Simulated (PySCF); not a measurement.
# One shape, several levels: doublet [C6H12O3]+

Wanted: a comparison of 3 runs (UHF/STO-3G, UHF/3-21G, UB3LYP/6-31G*) of doublet [C6H12O3]+. 

The results are computed with PySCF 2.14.0.

## 1. The system as given

[C6H12O3]+: 21 atoms, total charge +1, spin state doublet. As SMILES of the parent species, `COCC(C)OC(C)=O`. The shape is that of a PBE0-D4/def2-TZVP optimisation. This is one conformer, not always the lowest. That shape belongs to the parent species and isn't relaxed for this state.

Some bond lengths: C1–O2 1.400 Å, O2–C3 1.399 Å, C3–C4 1.514 Å, C4–C5 1.509 Å, C4–O6 1.437 Å, O6–C7 1.342 Å, C7–C8 1.498 Å, C7–O9 1.201 Å, C1–H10 1.099 Å, C1–H11 1.090 Å, C1–H12 1.099 Å, C3–H13 1.100 Å, C3–H14 1.102 Å, C4–H15 1.092 Å, C5–H16 1.093 Å, C5–H17 1.090 Å. Some angles: C1–O2–C3 112.5°, O2–C3–C4 108.2°, C3–C4–C5 113.2°, C3–C4–O6 104.7°, C5–C4–O6 110.5°, C4–O6–C7 117.0°, O6–C7–C8 110.8°, O6–C7–O9 124.0°, C8–C7–O9 125.3°, O2–C1–H10 111.5°.

## 2. The energy at UHF/STO-3G (run 1)

job.py reads:

```python
from pyscf import gto, scf

mol = gto.M(
    atom='''
C       -1.731170      -2.453470       1.833700
O       -1.292600      -1.858810       0.644060
C       -0.538080      -0.702370       0.870560
C       -0.112060      -0.144300      -0.471040
C        0.788760      -1.076400      -1.244270
O        0.576860       1.076600      -0.156840
C        0.576270       2.034290      -1.096230
C        1.355220       3.228900      -0.637360
O        0.025320       1.932110      -2.158440
H       -2.373140      -1.773390       2.410520
H       -2.305490      -3.340330       1.566020
H       -0.885950      -2.753300       2.468620
H       -1.128830       0.053340       1.409380
H        0.351420      -0.927220       1.480500
H       -0.997260       0.099130      -1.062890
H        1.705990      -1.271800      -0.682690
H        1.046680      -0.644460      -2.211580
H        0.274880      -2.024110      -1.409690
H        0.987950       3.569860       0.331850
H        1.271230       4.023090      -1.374780
H        2.404030       2.952640      -0.509400
''',
    basis='sto-3g',
    charge=1,
    spin=1,
    verbose=3,
    max_memory=1860,
)

myscf = scf.UHF(mol)
myscf.conv_tol = 1e-10
myscf.kernel()
if not myscf.converged:
    myscf = myscf.newton().run(myscf.mo_coeff, myscf.mo_occ)

e_final = myscf.e_tot
print('E(%s) = %.9f' % ('HF', e_final))
```

Started as:

```
OMP_NUM_THREADS=1 python job.py
```

The log of the run:

```text
<dir> SyntaxWarning: invalid escape sequence '\W'
  S = {(paw_set(r)[0], bool(re.search(r"spin_orbit\W+true|paw_fr", str((r.get("files") or {}).get("input") or "")) or re.search("(?i)spin.orbit\W+(value\W+)?(true|yes)|value\W+spin-orbit", json.dumps(r.get("inputs"), default=str)))) for r in records}

converged SCF energy = -452.717714450542  <S^2> = 0.75886327  2S+1 = 2.0088437
E(HF) = -452.717714451
```

Wall time 2.8 s (1 thread of Arm Neoverse N1, shared host); peak memory 0.11 GiB.

## 3. A single-point energy at UHF/3-21G (run 2)

run.py reads:

```python
from pyscf import gto, scf

mol = gto.M(
    atom=[
    ('C', (-1.731170, -2.453470, 1.833700)),
    ('O', (-1.292600, -1.858810, 0.644060)),
    ('C', (-0.538080, -0.702370, 0.870560)),
    ('C', (-0.112060, -0.144300, -0.471040)),
    ('C', (0.788760, -1.076400, -1.244270)),
    ('O', (0.576860, 1.076600, -0.156840)),
    ('C', (0.576270, 2.034290, -1.096230)),
    ('C', (1.355220, 3.228900, -0.637360)),
    ('O', (0.025320, 1.932110, -2.158440)),
    ('H', (-2.373140, -1.773390, 2.410520)),
    ('H', (-2.305490, -3.340330, 1.566020)),
    ('H', (-0.885950, -2.753300, 2.468620)),
    ('H', (-1.128830, 0.053340, 1.409380)),
    ('H', (0.351420, -0.927220, 1.480500)),
    ('H', (-0.997260, 0.099130, -1.062890)),
    ('H', (1.705990, -1.271800, -0.682690)),
    ('H', (1.046680, -0.644460, -2.211580)),
    ('H', (0.274880, -2.024110, -1.409690)),
    ('H', (0.987950, 3.569860, 0.331850)),
    ('H', (1.271230, 4.023090, -1.374780)),
    ('H', (2.404030, 2.952640, -0.509400)),
],
    max_memory=1860,
    verbose=3,
    charge=1,
    basis='3-21g',
    spin=1,
)

mf = scf.UHF(mol)
mf.conv_tol = 1e-10
mf.kernel()
if not mf.converged:
    mf = mf.newton().run(mf.mo_coeff, mf.mo_occ)

e_tot = mf.e_tot
print('E(%s) = %.9f' % ('HF', e_tot))
```

Started as:

```
OMP_NUM_THREADS=1 python run.py
```

The log of the run:

```text
<dir> SyntaxWarning: invalid escape sequence '\W'
  S = {(paw_set(r)[0], bool(re.search(r"spin_orbit\W+true|paw_fr", str((r.get("files") or {}).get("input") or "")) or re.search("(?i)spin.orbit\W+(value\W+)?(true|yes)|value\W+spin-orbit", json.dumps(r.get("inputs"), default=str)))) for r in records}

converged SCF energy = -455.914474737611  <S^2> = 0.76092057  2S+1 = 2.0108909
E(HF) = -455.914474738
```

Run time: 6.3 s. Hardware: 1 thread of Arm Neoverse N1, shared host; peak memory 0.22 GiB.

## 4. A single-point energy at UB3LYP/6-31G(d) (spherical functions) (run 3)

input.xyz reads:

```xyz
21
C6H12O3
C     -1.731170    -2.453470     1.833700
O     -1.292600    -1.858810     0.644060
C     -0.538080    -0.702370     0.870560
C     -0.112060    -0.144300    -0.471040
C      0.788760    -1.076400    -1.244270
O      0.576860     1.076600    -0.156840
C      0.576270     2.034290    -1.096230
C      1.355220     3.228900    -0.637360
O      0.025320     1.932110    -2.158440
H     -2.373140    -1.773390     2.410520
H     -2.305490    -3.340330     1.566020
H     -0.885950    -2.753300     2.468620
H     -1.128830     0.053340     1.409380
H      0.351420    -0.927220     1.480500
H     -0.997260     0.099130    -1.062890
H      1.705990    -1.271800    -0.682690
H      1.046680    -0.644460    -2.211580
H      0.274880    -2.024110    -1.409690
H      0.987950     3.569860     0.331850
H      1.271230     4.023090    -1.374780
H      2.404030     2.952640    -0.509400
```

job.py reads:

```python
from pyscf import gto, dft

molecule = gto.M(
    atom='input.xyz',
    verbose=4,
    max_memory=1860,
    basis='6-31g*',
    charge=1,
    spin=1,
)

mf = dft.UKS(molecule, xc='b3lyp')
mf.conv_tol = 1e-10
mf.grids.level = 5
mf.kernel()
if not mf.converged:
    mf = mf.newton().run(mf.mo_coeff, mf.mo_occ)

etot = mf.e_tot
print('E = %.10f Eh' % etot)
```

Started as:

```
OMP_NUM_THREADS=1 python job.py
```

The log of the run:

```text
<dir> SyntaxWarning: invalid escape sequence '\W'
  S = {(paw_set(r)[0], bool(re.search(r"spin_orbit\W+true|paw_fr", str((r.get("files") or {}).get("input") or "")) or re.search("(?i)spin.orbit\W+(value\W+)?(true|yes)|value\W+spin-orbit", json.dumps(r.get("inputs"), default=str)))) for r in records}

PySCF version 2.14.0

[... 70 lines left out ...]
WARN: HOMO -0.33566894151495 >= LUMO -0.335668941514951
[... 5 lines left out ...]
WARN: HOMO -0.224317996739352 >= LUMO -0.223696142748363
[... 90 lines left out ...]
converged SCF energy = -461.189855162905  <S^2> = 0.75447064  2S+1 = 2.0044657
E = -461.1898551629 Eh
```

Wall time 9.4 min (1 thread of Arm Neoverse N1, shared host); peak memory 1.1 GiB.

## 5. The series

| run | level | integration grid | energy (Eh) | HOMO energy (eV) | LUMO energy (eV) | ⟨S²⟩ | wall time |
| --- | --- | --- | --- | --- | --- | --- | --- |
| 1 | UHF/STO-3G | – | -452.717714 | -12.67 | -3.64 | 0.759 | 2.8 s |
| 2 | UHF/3-21G | – | -455.914475 | -15.23 | -6.14 | 0.761 | 6.3 s |
| 3 | UB3LYP/6-31G* (spherical functions) | 5 | -461.189855 | -11.92 | -11.26 | 0.754 | 9.4 min |

## 6. Summary of results

| quantity | value |
| --- | --- |
| run 3: total energy | -461.18986 Eh |
| run 3: HOMO energy (highest over α and β) | -11.92 eV |
| run 3: LUMO energy (lowest over α and β) | -11.26 eV |
| run 3: ⟨S²⟩ | 0.754 |

In words: In run 1 the basis is minimal, so the values are rough. All runs together took 9.5 min, the longest 9.4 min.
